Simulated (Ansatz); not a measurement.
# BH5NPS2: the cost of one run

Method: the settings change from run to run; program: Ansatz 0.2.0, Gaussian basis.

## Step 1: The molecule

The structure was relaxed beforehand with PBE0-D4 in a triple-zeta def2 set.

10 atoms, charge 0, spin multiplicity 1.

Atoms are counted from 1 here; the program's logs count them from 0.

Bond lengths: B1–P2 1.906 Å, B1–S4 1.981 Å, B1–H6 1.200 Å, B1–H7 1.200 Å, P2–N3 1.654 Å, P2–S4 2.380 Å, N3–H8 1.008 Å, N3–H9 1.007 Å, S4–S5 2.051 Å, S5–H10 1.345 Å. Angles: P2–B1–S4 75.5°, P2–B1–H6 120.2°, P2–B1–H7 114.0°, S4–B1–H6 112.4°, S4–B1–H7 104.6°, H6–B1–H7 119.7°, B1–P2–N3 104.1°, B1–P2–S4 53.7°, N3–P2–S4 105.0°, P2–N3–H8 122.2°, P2–N3–H9 120.3°, H8–N3–H9 114.5°, B1–S4–P2 50.8°, B1–S4–S5 106.1°, P2–S4–S5 101.8°, S4–S5–H10 96.5°.

## Step 2: BHLYP/def2-TZVP

This run has charge -1, multiplicity 2, a grid of angular degree 11, D3(BJ) with three-body dispersion, the search for lower states set to off.

The input, in.yaml:

```yaml
crystal:
  periodic: [false, false, false]
  atoms:
    - {symbol: B, position_ang: [-1.306093, -0.015459, -0.507407]}
    - {symbol: P, position_ang: [-0.373477, -1.498543, 0.242817]}
    - {symbol: N, position_ang: [0.512649, -0.837575, 1.472525]}
    - {symbol: S, position_ang: [0.255847, -0.273981, -1.698962]}
    - {symbol: S, position_ang: [1.735369, 0.942547, -0.966696]}
    - {symbol: H, position_ang: [-1.289054, 1.050083, 0.044188]}
    - {symbol: H, position_ang: [-2.251859, -0.322251, -1.178462]}
    - {symbol: H, position_ang: [0.463345, 0.142110, 1.704503]}
    - {symbol: H, position_ang: [1.336427, -1.306267, 1.813460]}
    - {symbol: H, position_ang: [0.999948, 2.068036, -0.923065]}
basis:
  gaussian: {orbitals: def2-TZVP, final_grid: {core_spheres: 5, valence_spheres: 4, degree: 11}}
total_charge: -1
magnetization: {spin_polarized: true, initial_magnetization: 1}
hamiltonian: {xc: {name: BHLYP}, dispersion: d3bjatm}
scf: {lower_state_search: off}
output: {forces: true}
```

Run with:

```console
> ansatz run in.yaml --threads 4 --pin off --events-out ev --progress --plain --max-ram 10444MiB
```

What time and memory should one allow on 4 threads of Arm Neoverse V2, shared host?

About 4.6 s, with a peak of 0.79 GiB.
